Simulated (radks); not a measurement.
# Ti⁴⁺ in [Ar]: an all-electron calculation

One table from this session's results is given with a row withheld; the runs are named, their logs left out.

The numbers are computed with radks (a radial shooting solver on a logarithmic mesh, Libxc functionals) version 1 (Dirac Kohn-Sham, PBE, spin-unpolarised, spherical densities, finite nucleus), except any that are marked as measured or tabulated.

### The atom as given

* element: titanium (Z = 22)
* charge: +4
* electrons: 18
* configuration: [Ar]
* nuclear rms radius: 3.5921 fm

Outer shells as boxes (Hund's rule):

Ti⁴⁺
```
[Ne] core
3s [↑↓]
3p [↑↓][↑↓][↑↓]
```

Set-up of the first run:

The run's settings:

```text
Z 22
configuration [Ar]
relativity Dirac
functional pbe,pbe
spin unpolarised
j_filling energy
nucleus finite rms 3.5921 fm
c 137.035999084
```

The run is started by

```bash
$ python run_ks.py task.json out
```

This one command runs every case of the session in turn.

Steps of the session up to this table: Self-consistent calculation.

One table of the session follows, with a row left open; its other results are not shown here.

Radial moments (bohr):

| level | <r> | outermost maximum (interpolated) | 90 % within | nodes |
| --- | --- | --- | --- | --- |
| 1s1/2 | 0.06959 | 0.0455 | 0.124 | 0 |
| 2s1/2 | ? | ? | ? | ? |
| 2p1/2 | 0.2880 | 0.218 | 0.474 | 0 |
| 2p3/2 | 0.2907 | 0.220 | 0.478 | 0 |
| 3s1/2 | 0.9747 | 0.858 | 1.45 | 2 |
| 3p1/2 | 1.022 | 0.878 | 1.55 | 1 |
| 3p3/2 | 1.029 | 0.884 | 1.56 | 1 |

**Question.** Estimate the row for 2s1/2.

As computed: <r>: 0.3247; outermost maximum (interpolated): 0.269; 90 % within: 0.505; nodes: 1. In the column «<r>» it lies between 2p3/2 (0.2907) and 3s1/2 (0.9747).
